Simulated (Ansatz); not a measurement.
# CH5BFNSi: a ladder of functionals and wavefunction methods

Aim: compute CH5BFNSi with functionals from several rungs and with coupled cluster. The yardstick is the atomisation energy at the CCSD(T) limit.

The runs use Ansatz 0.2.0, Gaussian basis; functionals in def2-TZVPP, the program's frozen cores in correlated methods.

The runs, in order: PBE-D4, r2SCAN-D4, PBE0-D4, B3LYP-D4, ωB97X-V, ωB97M-V, B2PLYP; CCSD(T)/def2-TZVPP; MP2/def2-QZVPP; extrapolation to the limit.

### Step 1. The geometry

The geometry comes from an earlier relaxation with PBE0-D4 in a triple-zeta def2 set; it is a stationary point, not always the lowest conformer.

SMILES `FCB1N[SiH2]1`, 10 atoms, charge 0, spin multiplicity 1.

Atoms are counted from 1 here; the program's logs count them from 0.

Bond lengths: F1–C2 1.387 Å, C2–B3 1.561 Å, C2–H6 1.098 Å, C2–H7 1.098 Å, B3–N4 1.383 Å, B3–Si5 1.925 Å, N4–Si5 1.754 Å, N4–H8 1.009 Å, Si5–H9 1.485 Å, Si5–H10 1.485 Å. Angles: F1–C2–B3 113.5°, F1–C2–H6 107.8°, F1–C2–H7 107.8°, B3–C2–H6 110.3°, B3–C2–H7 110.3°, H6–C2–H7 106.8°, C2–B3–N4 136.0°, C2–B3–Si5 162.5°, N4–B3–Si5 61.5°, B3–N4–Si5 74.7°, B3–N4–H8 138.1°, Si5–N4–H8 147.3°, B3–Si5–N4 43.8°, B3–Si5–H9 125.0°, B3–Si5–H10 125.0°, N4–Si5–H9 115.3°, N4–Si5–H10 115.3°, H9–Si5–H10 109.9°.

As a file:

```
F    -0.1442    2.1122    1.5483
C    -0.0888    0.7260    1.5574
B    -0.0015    0.0981    0.1311
N     0.0743   -1.1807   -0.3893
Si    0.0887   -0.1119   -1.7802
H     0.7799    0.4286    2.1593
H    -0.9798    0.3576    2.0824
H     0.0995   -2.1294   -0.0476
H    -1.0862   -0.2265   -2.6808
H     1.3411   -0.1251   -2.5777
```

### Step 2. PBE-D4 (GGA)

Input file in.yaml:

```yaml
crystal:
  periodic: [false, false, false]
  atoms:
    - {symbol: F, position_ang: [-0.144188, 2.112187, 1.548318]}
    - {symbol: C, position_ang: [-0.088783, 0.726048, 1.557447]}
    - {symbol: B, position_ang: [-0.001505, 0.098062, 0.131067]}
    - {symbol: N, position_ang: [0.074266, -1.180652, -0.389251]}
    - {symbol: Si, position_ang: [0.088709, -0.111932, -1.780164]}
    - {symbol: H, position_ang: [0.779898, 0.428578, 2.159337]}
    - {symbol: H, position_ang: [-0.979846, 0.357606, 2.082435]}
    - {symbol: H, position_ang: [0.099472, -2.129427, -0.047620]}
    - {symbol: H, position_ang: [-1.086216, -0.226453, -2.680788]}
    - {symbol: H, position_ang: [1.341093, -0.125118, -2.577681]}
basis:
  gaussian: {orbitals: def2-TZVPP}
hamiltonian: {xc: pbe, dispersion: d4}
output: {forces: true, orbitals: {seedname: orbitals}}
```

Launch:

```
$ ansatz run in.yaml --threads 4 --pin off --events-out ev --progress --plain --max-ram 10444MiB
```

Further steps of the session: r2SCAN-D4 (meta-GGA); PBE0-D4 (hybrid); B3LYP-D4 (hybrid); ωB97X-V (range-separated); ωB97M-V (range-separated); B2PLYP (double hybrid); CCSD(T) in def2-TZVPP; MP2 in def2-QZVPP.

Q: Predict the results of all the runs planned. Wanted: atomisation energy, CCSD(T)/CBS; farthest; mean size of error, hybrid; mean size of error, range-separated; gap, smallest and largest; T1 diagnostic; triples share of the correlation energy.

As calculated:

| quantity | value |
| --- | --- |
| atomisation energy, CCSD(T)/CBS | 866.0 kcal/mol |
| functionals within 4.3 kcal/mol (0.5 %) | none; nearest B2PLYP (-5.0 kcal/mol) |
| farthest | PBE-D4 (+26.1 kcal/mol) |
| mean size of error, hybrid | 6.4 kcal/mol |
| mean size of error, range-separated | 8.5 kcal/mol |
| gap, smallest and largest | 4.88 eV (PBE-D4), 11.15 eV (ωB97X-V) |
| T1 diagnostic | 0.0131 |
| triples share of the correlation energy | 3.8 % |

What this shows: PBE-D4 misses by +26.1 kcal/mol. Double hybrids carry the basis error of their MP2 part in triple zeta, and no dispersion term here, so their miss is partly the set-up's. The reference freezes the cores and leaves out relativity and excitations past (T), so misses under about 4.3 kcal/mol can't be ranked. Hartree-Fock recovers 72 % of the binding; the rest is correlation. The gap grows from 4.9 to 11.1 eV across the functionals, mostly with the share of exact exchange.
